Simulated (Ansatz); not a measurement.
**AlH₅InNO: basis-set convergence**

One table from this session's results is given with a row withheld; the runs are named, their logs left out.

The runs use Ansatz 0.2.0, Gaussian basis; one geometry, several basis sets.

Levels to be run: PBE0-D4/def2-SVP; ωB97M-V/def2-SVP; PBE0-D4/def2-QZVPP; ωB97M-V/def2-QZVPP; the functionals' def2-TZVPP values are taken from earlier runs.

### Structure used throughout

An earlier PBE0-D4 in a triple-zeta def2 set relaxation fixed the geometry. In takes the def2 core potential; no spin-orbit term is included.

SMILES `[NH2][InH][AlH][OH]`, 9 atoms, charge 0, spin multiplicity 1.

Atoms are counted from 1 here; the program's logs count them from 0.

Bond lengths: N1–In2 2.020 Å, N1–H5 1.007 Å, N1–H6 1.007 Å, In2–Al3 2.655 Å, In2–H7 1.726 Å, Al3–O4 1.702 Å, Al3–H8 1.595 Å, O4–H9 0.957 Å. Angles: In2–N1–H5 124.9°, In2–N1–H6 124.2°, H5–N1–H6 110.9°, N1–In2–Al3 115.4°, N1–In2–H7 110.5°, Al3–In2–H7 134.1°, In2–Al3–O4 115.3°, In2–Al3–H8 127.2°, O4–Al3–H8 117.5°, Al3–O4–H9 122.6°.

The first run:

in.yaml reads:

```yaml
crystal:
  periodic: [false, false, false]
  atoms:
    - {symbol: N, position_ang: [-0.419750, 0.549350, -2.326792]}
    - {symbol: In, position_ang: [-0.157776, 1.058318, -0.390011]}
    - {symbol: Al, position_ang: [0.287424, -0.966103, 1.269835]}
    - {symbol: O, position_ang: [0.513862, -0.533370, 2.900354]}
    - {symbol: H, position_ang: [-0.392020, -0.391679, -2.683192]}
    - {symbol: H, position_ang: [-0.596012, 1.209605, -3.066671]}
    - {symbol: H, position_ang: [-0.280019, 2.768667, -0.192339]}
    - {symbol: H, position_ang: [0.363031, -2.516357, 0.902028]}
    - {symbol: H, position_ang: [0.681270, -1.178432, 3.586787]}
basis:
  gaussian: {orbitals: def2-SVP}
hamiltonian: {xc: pbe0, dispersion: d4}
output: {orbitals: {seedname: orbitals}}
```

The run is started by

```
ansatz run in.yaml --threads 4 --pin off --events-out ev --progress --plain --max-ram 10444MiB
```

Among the steps run: PBE0-D4 in def2-SVP; ωB97M-V in def2-SVP; PBE0-D4 in def2-QZVPP; ωB97M-V in def2-QZVPP.

One table of the session follows, with a row left open; its other results are not shown here.

It belongs to the step «Functionals by basis». 

| functional | basis | HOMO (eV) | LUMO (eV) |
| --- | --- | --- | --- |
| PBE0-D4 | def2-SVP | -6.65 | -1.89 |
| PBE0-D4 | def2-TZVPP | -6.84 | -2.07 |
| PBE0-D4 | def2-QZVPP | -6.89 | -2.11 |
| ωB97M-V | def2-SVP | ? | ? |
| ωB97M-V | def2-TZVPP | -8.93 | -0.46 |
| ωB97M-V | def2-QZVPP | -8.96 | -0.55 |

Estimate the missing values for ωB97M-V, def2-SVP.

**Answer.** HOMO (eV): -8.79; LUMO (eV): -0.20. In the column «HOMO (eV)» it lies between ωB97M-V, def2-TZVPP (-8.93) and PBE0-D4, def2-QZVPP (-6.89).
